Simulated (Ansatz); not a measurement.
**BaTaCuO5 under changes of volume**

One of the cells (16.604 Å³/atom); the others are scaled copies at fixed shape and fractional positions:

```
Ta Ba Cu O
1.0
     3.80533    0.00000    0.00000
     0.00000    3.80533    0.00000
     0.00000    0.00000    9.17285
Ta Ba Cu O
1 1 1 5
Direct
  0.00000 0.00000 0.70839
  0.50000 0.50000 0.02930
  0.00000 0.00000 0.27531
  0.00000 0.00000 0.91230
  0.00000 0.50000 0.23567
  0.50000 0.00000 0.23567
  0.00000 0.50000 0.66361
  0.50000 0.00000 0.66361
```

The cell comes from a database or a generator and needn't be the stable form of this composition.

| Quantity | Value |
| --- | --- |
| Program | Ansatz 0.2.0 |
| Functional | PBE |
| Potentials or basis | Ansatz PAW |
| Cutoff | 420 eV (not typed: the program's choice for these potentials) |
| k mesh | 7 × 7 × 3 |
| Occupations | fermi-dirac, width 0.05 eV |
| Spin | no spin polarisation |

| volume (Å³/atom) | energy over the lowest point (meV/atom) | pressure (GPa) | largest force (eV/Å) |
| --- | --- | --- | --- |
| 15.607 | ? | ? | ? |
| 15.939 | 5.36 | 4.0 | 0.586 |
| 16.271 | 0.00 | 1.2 | 0.153 |
| 16.604 | 0.27 | -1.4 | 0.271 |
| 16.936 | 5.53 | -3.7 | 0.621 |
| 17.268 | 15.30 | -5.7 | 0.967 |
| 17.600 | 29.11 | -7.6 | 1.288 |

**Question.** What does the run at 15.607 Å³/atom give?

**Answer.** Energy over the lowest point 16.91 meV/atom; pressure 7.2 GPa; largest force 1.053 eV/Å.

Worked out: A Birch-Murnaghan fit of order 3 (a polynomial in V^(-2/3)) to the other rows has its minimum at 16.42 Å³/atom with B0 = V·E''(V) = 127 GPa and B' = 4.4 at fixed shape and positions, which overstates the stiffness. It gives 16.95 meV/atom at 15.607 Å³/atom, against the run's 16.91, and -dE/dV = 7.2 GPa, against 7.2.

Energies are extrapolated to zero smearing.

Caveats: the run has no spin polarisation, though such a crystal can be magnetic; forces of over 1 eV/Å show positions far from the minimum, so gaps and moduli don't describe the material at rest (some runs).
